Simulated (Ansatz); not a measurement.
# FH2SeSi, SMILES F[SiH][SeH]: vertical and adiabatic energies of changing the electron count

Computed with Ansatz's Python interface.

Script `adiabatic_fh2sesi.py`:
```python
"""Vertical and adiabatic ionisation of FH2SeSi."""

from dataclasses import dataclass
import itertools

import ansatz as az
from ase.data import atomic_numbers, covalent_radii
import numpy as np


@dataclass(frozen=True)
class Options:
    basis_set: str = "def2-SVP"
    functional: str = "pbe0"
    net_charge: int = 1


cfg = Options()

GEOMETRY = """
F    -0.62910   -1.54740    1.39650
Si   -0.67570   -0.22640    0.28480
Se    1.37810    0.70350    0.19330
H    -0.96220   -0.71140   -1.05240
H     0.93880    1.70800   -0.86360
"""

system = az.Crystal.molecule()
for line in GEOMETRY.strip().splitlines():
    symbol, *xyz = line.split()
    system = system.atom(symbol, [float(v) for v in xyz])

calc = (
    system.calculation()
    .basis(gaussian=cfg.basis_set)
    .functional(cfg.functional)
    .spin("collinear", total=1)
)
symbols = [site.symbol for site in system.cartesian_sites]
start = np.array([site.position_ang for site in system.cartesian_sites], dtype=float)
r = calc.relax(force_tolerance=0.01).run(threads=1).report
end = np.array(r["positions_ang"])

minimum = az.Crystal.molecule()
for symbol, place in zip(symbols, end):
    minimum = minimum.atom(symbol, place.tolist())
ion = (
    minimum.calculation()
    .basis(gaussian=cfg.basis_set)
    .functional(cfg.functional)
    .charge(cfg.net_charge)
)
vertical = ion.run(threads=1).report
settled = ion.relax(force_tolerance=0.01, max_steps=80).run(threads=1).report
print(f"vertical ionisation energy   {vertical['free_energy_ev'] - r['free_energy_ev']:.3f} eV")
print(f"adiabatic, no zero point     {settled['free_energy_ev'] - r['free_energy_ev']:.3f} eV")
print(f"relaxation energy of the ion {vertical['free_energy_ev'] - settled['free_energy_ev']:.3f} eV")
ionised = np.array(settled["positions_ang"])
# pairs closer than 1.2 times the sum of covalent radii, before or after
radius = [covalent_radii[atomic_numbers[s]] for s in symbols]
span = lambda where, i, j: np.linalg.norm(where[i] - where[j])
bonded = [(i, j) for i, j in itertools.combinations(range(len(symbols)), 2) if min(span(end, i, j), span(ionised, i, j)) < 1.2 * (radius[i] + radius[j])]
print("pair        before    after (A)")
for i, j in bonded:
    print(f"{symbols[i]}{i}-{symbols[j]}{j}".ljust(10), f"{span(end, i, j):8.4f} {span(ionised, i, j):8.4f}")
for first, second in list(itertools.combinations(bonded, 2)):
    shared = set(first) & set(second)
    if shared and symbols[(j := shared.pop())] != "H":
        i, k = sorted((set(first) | set(second)) - {j})
        u, v = ionised[i] - ionised[j], ionised[k] - ionised[j]
        angle = np.degrees(np.arccos(np.clip(u @ v / np.linalg.norm(u) / np.linalg.norm(v), -1, 1)))
        print(f"final angle {symbols[i]}{i}-{symbols[j]}{j}-{symbols[k]}{k}: {angle:.2f} deg")
```

```console
$ python adiabatic_fh2sesi.py
vertical ionisation energy   8.467 eV
adiabatic, no zero point     7.460 eV
relaxation energy of the ion 1.007 eV
pair        before    after (A)
F0-Si1       1.6289   1.5779
Si1-Se2      2.2835   2.1605
Si1-H3       1.5054   1.4741
Se2-H4       1.4729   1.4815
final angle F0-Si1-Se2: 116.84 deg
final angle F0-Si1-H3: 114.87 deg
final angle Se2-Si1-H3: 128.28 deg
final angle Si1-Se2-H4: 88.79 deg
```

Reading the output:
- The energies are electronic: no zero-point or thermal terms, and the basis set is short of its limit. The product may relax into another structure. Each relaxation finds its nearest minimum, which needn't be the lowest.
- The run takes the species as open-shell (spin multiplicity 2), which needn't be its ground state.
- Only the spin states typed were run; another state of an ion can lie lower, by up to an eV or two.
- Run time: 54 s on 1 thread of Arm Neoverse V2, with other jobs on the host, peak memory 0.27 GiB.
